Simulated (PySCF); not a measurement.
# C4H17NSi3: the cost of one run

Computed with PySCF 2.14.0, with density-fitted response routines of our own, on a single molecule, in the gas phase or a continuum. Atoms are numbered from 0 throughout.

## (1) The starting structure

25 atoms, charge 0, multiplicity 1; geometry from: GFN2-xTB. The atoms were then displaced at random by about 0.01 Å, so the start is not that level's minimum.

Bonds of the start (Å): C0–C1 1.52, C1–C2 1.54, C1–N3 1.49, N3–Si4 1.74, N3–Si5 1.71, Si5–C6 1.90, C6–Si7 1.90, C0–H8 1.10, C0–H9 1.12, C0–H10 1.07, C1–H11 1.08, C2–H12 1.10, C2–H13 1.09, C2–H14 1.09, Si4–H15 1.47, Si4–H16 1.46, Si4–H17 1.47, Si5–H18 1.46, Si5–H19 1.48, C6–H20 1.08, C6–H21 1.10, Si7–H22 1.45, Si7–H23 1.46, Si7–H24 1.47.

## (2) Relaxing the molecule at PBE0-D3(BJ)/def2-SVP

Job settings and geometry (Å):

```
{"job": {"xc": "PBE0", "basis": "def2-SVP", "d3": "d3bj", "grid": 1, "shake": 0.01, "kind": "geom"}, "charge": 0, "multiplicity": 1}
C     -2.242760     0.759860     1.384590
C     -1.996680     0.025370     0.081680
C     -2.194670     0.936300    -1.139710
N     -0.641520    -0.589760     0.078590
Si    -0.531940    -2.246330    -0.453430
Si     0.711510     0.355020     0.532940
C      2.261470    -0.317170    -0.342920
Si     3.857740     0.614060     0.087390
H     -1.619720     1.660220     1.481320
H     -3.302800     1.111280     1.417140
H     -2.087090     0.133190     2.240880
H     -2.727830    -0.772350     0.015270
H     -3.218310     1.336620    -1.173210
H     -1.498440     1.776770    -1.080400
H     -1.987680     0.365900    -2.041840
H      0.371760    -2.937410     0.472060
H     -0.023920    -2.307480    -1.822730
H     -1.876020    -2.825010    -0.378740
H      0.529170     1.748580     0.151810
H      0.878510     0.288750     1.999770
H      2.359670    -1.367910    -0.108310
H      2.106890    -0.291560    -1.430140
H      4.119900     0.516640     1.505480
H      3.720480     2.025250    -0.278740
H      4.984690     0.013230    -0.642040
```

Command:

```console
$ OMP_NUM_THREADS=1 python probes_run.py task.json out
```

One launch serves the whole session: the jobs run in the order shown.

Q: Estimate the wall time and peak memory of this first job on 1 thread of Intel Xeon Platinum 8375C at 2.90GHz, shared host.

About 4.2 min, with a peak of 0.94 GiB.
